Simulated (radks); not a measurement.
# Taking charge from the 5p level of Pb in fractions

The task here is to estimate one member of a computed series from the others.

Program: radks (a radial shooting solver on a logarithmic mesh, Libxc functionals) version 1. Level of theory: scalar-relativistic Kohn-Sham, PBE, spin-polarised, spherical densities, point nucleus; open shells are filled with parallel spins first. These are calculated values, not measurements, unless marked.

## The system

```
element       : lead (Z = 82)
charge        : 0
electrons     : 82
configuration : [Kr] 4d10 4f14 5s2 5p(up 3, down 3) 5d10 6s2 6p2
```

A shell typed twice in an input gives spin up, then spin down.

The first run:

Input:

```text
Z 82
configuration [Kr] 4d10 4f14 5s2 5p3 5p3 5d10 6s2 6p2
relativity scalar-relativistic
functional pbe,pbe
spin polarised
nucleus point
c 137.035999084
```

Steps of the session up to this table: Start: [Kr] 4d10 4f14 5s2 5p(up 3, down 3) 5d10 6s2 6p2.

One of the session's tables, all rows but one given; the rest of the session is left out.

It belongs to the step «Start: [Kr] 4d10 4f14 5s2 5p(up 3, down 3) 5d10 6s2 6p2». Sizes of the orbitals, from the radial functions (bohr):

```
  level     <r>  outermost maximum (interpolated)  90 % within  nodes
  5p up  0.9773                             0.882         1.41      3
5p down  0.9768                             0.882         1.41      3
  5d up   1.310                              1.07         2.00      2
5d down   1.300                              1.07         1.97      2
  6s up   2.325                              1.98         3.42      5
6s down   2.297                              1.95         3.39      5
  6p up       ?                                 ?            ?      ?
6p down   3.361                              2.64         5.17      4
```

Q: Estimate the row for 6p up from the others.

The run gave: <r>: 3.330; outermost maximum (interpolated): 2.66; 90 % within: 5.09; nodes: 4. In the column «<r>» it lies between 6s up (2.325) and 6p down (3.361).
